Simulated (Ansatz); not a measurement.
# SiF (P4/mmm) in Ansatz: further runs

The runs below take SiF through single point, with PBE.

Program: Ansatz 0.2.0. These are calculated values, not measurements. Logs are shortened: lines on timing, memory, paths and dates and some standing lists are left out, and cuts for length are marked.

**1. The cell of the first run**

The structure is tetragonal, space group P4/mmm (No. 123). The conventional cell has a = 2.907 Å, b = 2.907 Å, c = 3.029 Å, α = 90.00°, β = 90.00°, γ = 90.00°. Around Si (site symmetry 4/mmm) lie 8 F at 2.55 Å and 4 Si at 2.91 Å. F (site symmetry 4/mmm) has 8 Si at 2.55 Å and 4 F at 2.91 Å as nearest neighbours.

The cell was built by a generator and needn't be a form met in nature.

**2. Single point, PBE (strained by -4 %)**

File input.yaml:

```yaml
crystal:
  lattice:
    - [2.907456, 0.0, 0.0]
    - [0.0, 2.907456, 0.0]
    - [0.0, 0.0, 3.0286]
  atoms:
    - { symbol: Si, position: [0.5, 0.5, 0.5] }
    - { symbol: F, position: [0.0, 0.0, 0.0] }
hamiltonian:
  xc: pbe
  pseudopotentials: { kind: paw }
kpoints:
  mp_grid: { grid: [9, 9, 9] }
scf:
  occupations: { method: fermi_dirac, width: 0.05 }
output:
  forces: true
  stress: true
  eigenvalues: true
```

Potentials or basis: Ansatz PAW.

Run with:

```bash
> ansatz run input.yaml --threads 2 --pin off --max-ram 5632MiB --backend cpu --events-out ev --progress --plain --runs-dir out
```

Output:

```text
Warning: RAYON_NUM_THREADS=2 ignored (pool sized by the plan → 2); use --threads N
Engine: ansatz 0.2.0, aarch64-unknown-linux-gnu
Pseudopotentials: kind: paw
Pseudopotential: Si, paw, valence charge 4, recommended cutoff 420 eV (normal), Si.paw.azcp
Pseudopotential: F, paw, valence charge 7, recommended cutoff 420 eV (normal), F.paw.azcp
Functional definition: PBE
  parameter kappa = 0.804
  parameter beta = 0.06672455060314922
  exchange = pbe_x(kappa = kappa, mu = beta*pi^2/3)
  correlation = pbe_c(beta = beta)
Crystal: 2 atoms, lattice volume = 25.602 Å³
Basis set: ecut = 420 eV, 471 PW (Γ), exchange–correlation on 40×40×48 points (8 copies of the dense FFT grid, shifted against one another)
Bands: 10, of which v1, the nominal top of the filled ones, is band 6 counted from 1 (5 counted from 0)
Symmetry: 16 space group operations
Space group: P4/mmm (ITA 123), of the structure as read, at distance tolerance 2.9e-5 Å
k-points: 75 of 729
Non-local potential: Si, projectors of the file, l = 0: 2, l = 1: 2, l = 2: 2
Non-local potential: F, projectors of the file, l = 0: 2, l = 1: 2, l = 2: 1
PAW form: soft (Blöchl's): semilocal exchange-correlation on the pseudo side does not see the compensation charge
PAW one-centre angular grid: Si, 110 points (default); XC on 64 Gauss nodes
PAW one-centre angular grid: F, 110 points (default); XC on 64 Gauss nodes
Initial density: superposition of atomic densities (neutral atoms: chi_scale 0, normalization atom), corrected by the library's trained network
Initial wavefunctions: pseudopotential atomic-orbital guess
Functional: x = pbe(κ = 0.804, μ = 0.2195149727645171), c = pbe(β = 0.06672455060314922)
SCF iter   1: F=—  HF=-1441.888916 eV  |F-HF|=—  |Δ(HF+E_count)|=         —  Δρ=3.00e-3  dr2=1.99e-3  ethr=1.77e-3  ⟨swp⟩=7.0  Hψ=5100  notcnv=0
preconditioner: auto → none  [metal: Δε(μ)=0.069 eV  Ē_g=11.732 eV  σ=0.050 eV  W_gap=0.31  n_scr=6 (ndim 8)  ℏωp=22.0 eV  f_vac=0.000  D(μ)=2.11/eV (n_scr^D=26)  sad-step TF]
SCF iter   2: F=—  HF=-1441.889153 eV  |F-HF|=—  |Δ(HF+E_count)|=   2.37e-4  Δρ=2.22e-3  dr2=1.30e-3  ethr=1.81e-5  ⟨swp⟩=1.7  Hψ=1480  notcnv=0
SCF iter   3: F=—  HF=-1441.889148 eV  |F-HF|=—  |Δ(HF+E_count)|=   5.62e-6  Δρ=7.63e-4  dr2=7.19e-5  ethr=1.18e-5  ⟨swp⟩=2.5  Hψ=1079  notcnv=0  defer=1
SCF iter   4: F=—  HF=-1441.889190 eV  |F-HF|=—  |Δ(HF+E_count)|=   4.24e-5  Δρ=1.03e-4  dr2=1.14e-6  ethr=6.54e-7  ⟨swp⟩=2.6  Hψ=1163  notcnv=0  defer=1
iter 5 did not close the SCF: its close was put off for the readings that it lacked (scf_convergence_deferred on its scf_iter line)
SCF iter   5: F=-1441.889190 eV  HF=-1441.889190 eV  |F-HF|=1.80e-8  |Δ(HF+E_count)|=   3.97e-7  Δρ=2.30e-5  dr2=6.69e-8  ethr=1.03e-8  ⟨swp⟩=2.1  Hψ=1075  notcnv=0  defer=1
SCF iter   6: F=-1441.889190 eV  HF=-1441.889190 eV  |F-HF|=1.10e-10  |Δ(HF+E_count)|=   3.85e-8  Δρ=6.14e-6  dr2=6.09e-9  ethr=6.08e-10  ⟨swp⟩=2.8  Hψ=2778  notcnv=0
SCF 1 converged in 6 iterations: F = -1441.889190 eV  dr2 = 6.09e-9
SCF converged after 6 iterations
Free energy (F): -1441.889190 eV
Harris-Foulkes:  -1441.889190 eV  (|F-HF|=1.10e-10)
Internal energy: -1441.872688 eV  (E = F + TS)
E sigma→0 (E₀):  -1441.880939 eV
Entropy (-TS):   -0.016502 eV (-8.251 meV/atom)
Fermi energy:    8.044834 eV
--- Per-component energies (eV) ---
  E_band       = -10.950522
  E_kinetic    = 242.934851
  E_local      = -618.563478  (includes V_loc(G=0)·N_el)
  E_nonlocal   = 99.749012
  E_hartree    = 239.497622
  E_xc         = -134.037350
  E_vxc        = -147.609708  (∫ρ·V_xc dr)
  E_paw        = -711.274262  (= ΣΔE_a)
  E_vpaw       = -66.456378  (= ΣTr[D̂ρ^β])
  E_aug_tail   = 0.002028  (compensation charges beyond the density's cutoff)
  E_ewald      = -560.181112
  E_smearing   = -0.016502  (= −TS)
  E_closure    = -0.000000  (closes the sum)
  Σ components = -1441.889190   (vs F -1441.889190, Δ=0.00e0)
--- Forces (eV/Å), atoms counted from 1 ---
  atom   1  Si    -0.00000000     0.00000000     0.00000000
  atom   2  F     -0.00000000     0.00000000     0.00000000
  max |Σ_I F_I| component: 1.33e-30 eV/Å
--- Stress (GPa, compression-positive) ---
        4.648903       0.000000       0.000000
        0.000000       4.648903      -0.000000
        0.000000      -0.000000      12.817926
  P = ⅓ Tr σ = 7.3719 GPa (73.719 kbar)
--- Band table (eV; the first three rows and the last of 75) ---
  k-point 0: bands = ["-16.6219", "-1.1246", "2.2219", "2.5162", "2.5162", "13.1732", "13.5296", "13.9514", "13.9850", "13.9850"]
  k-point 1: bands = ["-16.5923", "-1.3083", "2.4098", "2.5501", "2.5501", "11.3223", "13.9545", "13.9545", "14.1060", "15.5340"]
  k-point 2: bands = ["-16.5160", "-1.7432", "2.6384", "2.6384", "2.9387", "9.4476", "13.8701", "13.8701", "14.5463", "17.8264"]
  k-point 74: bands = ["-15.9380", "1.2763", "1.4053", "1.4764", "4.9163", "7.0191", "7.2879", "8.1322", "17.0257", "17.5967"]
```

It took 0.57 s on 2 threads of Arm Neoverse V2, shared host; peak memory 0.27 GiB.

What came out:

| Quantity | Value |
| --- | --- |
| Free energy | -1441.8892 eV |
| Pressure | 7.4 GPa |
| Band gap on the k mesh | none (metal or under the smearing width) |

Stress tensor (GPa, compression positive):
```
 4.65  0.00  0.00
 0.00  4.65  0.00
 0.00  0.00 12.82
```

Caveat: the pressure holds a Pulay correction of +0.5 GPa for the finite cutoff; an odd number of electrons without spin polarisation forces a metal; a magnetic or distorted state may lie lower.

**3. Single point, PBE (strained by -2 %)**

Edit input.yaml of step 2 so:

```diff
@@ -2,4 +2,4 @@
   lattice:
-    - [2.907456, 0.0, 0.0]
-    - [0.0, 2.907456, 0.0]
+    - [2.968028, 0.0, 0.0]
+    - [0.0, 2.968028, 0.0]
     - [0.0, 0.0, 3.0286]
@@ -19 +19,5 @@
   eigenvalues: true
+  write_density: true
+  write_potential: true
+  elf: true
+  volumetric_format: npy
```

Potentials or basis: Ansatz PAW.

Run with:

```bash
> ansatz run input.yaml --threads 2 --pin off --max-ram 5632MiB --backend cpu --events-out ev --progress --plain --runs-dir out
```

Wall time 0.74 s (2 threads of Arm Neoverse V2, shared host); peak memory 0.27 GiB.

It converged, with:

| Item | Value |
| --- | --- |
| Free energy | -1441.9117 eV |
| Pressure | 3.4 GPa |
| Band gap on the k mesh | none (metal or under the smearing width) |

Stress tensor (GPa, compression positive):
```
2.11 0.00 0.00
0.00 2.11 0.00
0.00 0.00 6.11
```

Levels at points of the mesh, in eV from the Fermi level:
| k point | band 2 | band 3 | band 4 | band 5 | band 6 | band 7 | band 8 | band 9 |
| --- | --- | --- | --- | --- | --- | --- | --- | --- |
| (0.00, 0.00, 0.00) | -9.07 | -5.52 | -5.38 | -5.38 | 5.13 | 5.53 | 5.53 | 5.65 |

Caveat: the pressure holds a Pulay correction of +0.5 GPa for the finite cutoff; an odd number of electrons without spin polarisation forces a metal; a magnetic or distorted state may lie lower.

**4. Single point, PBE (strained by -1 %)**

Edit input.yaml of step 3 so:

```diff
@@ -2,4 +2,4 @@
   lattice:
-    - [2.968028, 0.0, 0.0]
-    - [0.0, 2.968028, 0.0]
+    - [2.998314, 0.0, 0.0]
+    - [0.0, 2.998314, 0.0]
     - [0.0, 0.0, 3.0286]
@@ -19,5 +19 @@
   eigenvalues: true
-  write_density: true
-  write_potential: true
-  elf: true
-  volumetric_format: npy
```

Run with:

```bash
> ansatz run input.yaml --threads 2 --pin off --max-ram 5632MiB --backend cpu --events-out ev --progress --plain --runs-dir out
```

Wall time 0.62 s (2 threads of Arm Neoverse V2, shared host); peak memory 0.27 GiB.

The run converged. Its results:

| Quantity | Value |
| --- | --- |
| Free energy | -1441.9170 eV |
| Pressure | 1.7 GPa |
| Band gap on the k mesh | none (metal or under the smearing width) |

Stress tensor (GPa, compression positive):
```
1.03 0.00 0.00
0.00 1.03 0.00
0.00 0.00 3.10
```

Levels at points of the mesh, in eV from the Fermi level:
```
           k point  band 3  band 4  band 5  band 6  band 7  band 8
(0.00, 0.00, 0.00)   -5.37   -5.31   -5.31    5.14    5.33    5.33
```

Caveat: the pressure holds a Pulay correction of +0.5 GPa for the finite cutoff; an odd number of electrons without spin polarisation forces a metal; a magnetic or distorted state may lie lower.

**5. The runs side by side**

| cell | gap on the mesh (eV) | pressure (GPa) |
| --- | --- | --- |
| strained by -4 % | none | 7.4 |
| strained by -2 % | none | 3.4 |
| strained by -1 % | none | 1.7 |

Alike in all rows: task single point; level PBE; potentials or basis Ansatz PAW; no spin polarisation; k mesh 9 × 9 × 9; cutoff (eV) 420; smearing fermi-dirac 0.05 eV.

Caveats: an odd number of electrons without spin polarisation forces a metal; a magnetic or distorted state may lie lower.

Total energies depend on the potentials used, so only differences within one code and one set of settings carry meaning.
